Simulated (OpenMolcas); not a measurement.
# Rh⁴⁺ among point charges: CASSCF and CASPT2 levels and susceptibility

Aim: the splitting of the states of Rh⁴⁺ in the field of 6 point charges, its lowest levels with spin-orbit coupling and its magnetic susceptibility.

Program: OpenMolcas 26.06. Level of theory: state-averaged CASSCF and CASPT2, spin-orbit coupling by RASSI with atomic mean-field integrals. These are calculated values, not measurements, unless marked.

## Step 1: The system

- Species: Rh⁴⁺ (rhodium, Z = 45, 41 electrons)
- Basis: ANO-RCC-VDZP [6s5p3d1f], 43 functions
- Scalar Hamiltonian: DKH2, point nucleus
- Inactive shells: 1s 2s 2p 3s 3p 3d 4s 4p
- Active space: 5 electrons in 5 orbitals (4d)
- Some configurations of this space: 4d5
- Orbitals: optimised for each spin and parity, averaged over all roots

The outer shells:

4d5
```
4d [↑ ][↑ ][↑ ][↑ ][↑ ]
```

The ion sits among 6 point charges of -1.7 e arranged as a tetragonal octahedron (D4h), 2.17 Å from the ion, with the axial distance 1.801 Å.

The work runs as a chain of OpenMolcas steps in one folder; each step below is one input file. Labels, J, g values, rates, χT and fits are worked out afterwards by a script from the matrices that RASSI stores. The input lists half of the charges; inversion (Group=XYZ) makes the rest.

## Step 2: GATEWAY and SEWARD: basis and integrals

The input, a.inp:

```
&GATEWAY
Coord
1

Rh 0.0 0.0 0.0
Basis=ANO-RCC-VDZP
Group=XYZ
NoMove
AngMom=0.0 0.0 0.0
AMFI
XField
3 Angstrom 0
2.170000 0.000000 0.000000 -1.700000
0.000000 2.170000 0.000000 -1.700000
0.000000 0.000000 1.801100 -1.700000
&SEWARD
```

## Step 3: Reference wave functions, sextets of even parity, 1 root

The input, a.inp:

```
&RASSCF
FileOrb=start.orb
Symmetry=1
Spin=6
nActEl=5 0 0
Inactive=9 9
Ras2=5 0
CIRoot=1 1 1
SDav=1
CIMx=300
Iter=120 100
PrWF=0.3
OrbListing=Nothing
MaxOrb=0
>>> COPY $Project.JobIph JOB001
```

start.orb holds the contracted functions of the basis, ordered by shell, or the orbitals of the step before.

## Step 4: Reference wave functions, quartets of even parity, 24 roots

The input, a.inp:

```
&RASSCF
FileOrb=start.orb
Symmetry=1
Spin=4
nActEl=5 0 0
Inactive=9 9
Ras2=5 0
CIRoot=24 24 1
SDav=24
CIMx=300
Iter=120 100
PrWF=0.3
OrbListing=Nothing
MaxOrb=0
>>> COPY $Project.JobIph JOB002
```

## Step 5: CASSCF: doublets of even parity, 75 roots

The input, a.inp:

```
&RASSCF
FileOrb=start.orb
Symmetry=1
Spin=2
nActEl=5 0 0
Inactive=9 9
Ras2=5 0
CIRoot=75 75 1
SDav=75
CIMx=300
Iter=120 100
PrWF=0.3
OrbListing=Nothing
MaxOrb=0
>>> COPY $Project.JobIph JOB003
```

## Step 6: State interaction with spin-orbit coupling

The input, a.inp:

```
&RASSI
NrOfJobIphs=3 1 24 75
1
1 2 3 4 5 6 7 8 9 10 11 12 13 14 15 16 17 18 19 20 21 22 23 24
1 2 3 4 5 6 7 8 9 10 11 12 13 14 15 16 17 18 19 20 21 22 23 24 25 26 27
28 29 30 31 32 33 34 35 36 37 38 39 40 41 42 43 44 45 46 47 48 49 50 51
52 53 54 55 56 57 58 59 60 61 62 63 64 65 66 67 68 69 70 71 72 73 74 75
IphNames
JOB001
JOB002
JOB003
EJob
SpinOrbit
DIPRint=1.0
SOCoupling=1000.0
Subsets=2
Property=9
'ANGMOM' 1 'ANGMOM' 2 'ANGMOM' 3 'MLTPL  1' 1 'MLTPL  1' 2 'MLTPL  1' 3
'AMFI' 1 'AMFI' 2 'AMFI' 3
SOProperty=3
'ANGMOM' 1 'ANGMOM' 2 'ANGMOM' 3
```

## Step 7: CASPT2: IPEA 0.25, imaginary shift 0.1 (closed shells correlated: 4s 4p)

The input, a.inp:

```
>>> COPY JOB001 $Project.JobIph
&CASPT2
Multistate=1 1
Frozen=8 6
IPEA=0.25
Imaginary=0.1
MaxIter=60
WThr=0.0 0.3 0.05
PrWF=0.5
NoMix
>>> COPY JOB002 $Project.JobIph
&CASPT2
Multistate=24 1 2 3 4 5 6 7 8 9 10 11 12 13 14 15 16 17 18 19 20 21 22
23 24
NoMult
Frozen=8 6
IPEA=0.25
Imaginary=0.1
MaxIter=60
WThr=0.0 0.3 0.05
PrWF=0.5
NoMix
>>> COPY JOB003 $Project.JobIph
&CASPT2
Multistate=75 1 2 3 4 5 6 7 8 9 10 11 12 13 14 15 16 17 18 19 20 21 22
23 24 25 26 27 28 29 30 31 32 33 34 35 36 37 38 39 40 41 42 43 44 45 46
47 48 49 50 51 52 53 54 55 56 57 58 59 60 61 62 63 64 65 66 67 68 69 70
71 72 73 74 75
NoMult
Frozen=8 6
IPEA=0.25
Imaginary=0.1
MaxIter=60
WThr=0.0 0.3 0.05
PrWF=0.5
NoMix
```

(Steps that only read results are left out.)

What does the calculation give? Wanted: spin-free ground state; lowest level; next level.

As calculated:

```
                 quantity                                                                        value
                   method  SS-CASPT2, IPEA 0.25, imaginary shift 0.1 (closed shells correlated: 4s 4p)
   spin-free ground state                                              6A1, 1-fold in its orbital part
             lowest level                                            2-fold E3/2, g = 0.02, 0.02, 9.98
               next level                                                                    16.3 cm⁻¹
              χT at 300 K                                                               4.36 cm³ K/mol
effective moment at 300 K                                                                      5.91 μB
```

Cost by method:

| method | time of its own steps | time with the reference |
| --- | --- | --- |
| A. CASSCF | 24 s | 24 s |
| B. SS-CASPT2, IPEA 0.25, imaginary shift 0.1, +4s 4p | 6.4 s | 30 s |

Times are of one thread on a shared host.

The spin-free ground state (6A1) comes to 100 % from free-ion S terms and keeps the highest spin of the shell. χT at 300 K is 4.36, against 4.39 cm³ K/mol for the spin alone, as a half-filled shell (L = 0) has no orbital moment. An active space of the d shell alone favours high spin; real ions in strong fields can be low spin. The field of point charges can differ much from that of real complexes. With metal d orbitals alone active, the gaps between spin states are rough; where two lie within a few thousand cm-1, their order is open. This is an electrostatic model: the charges have no orbitals.
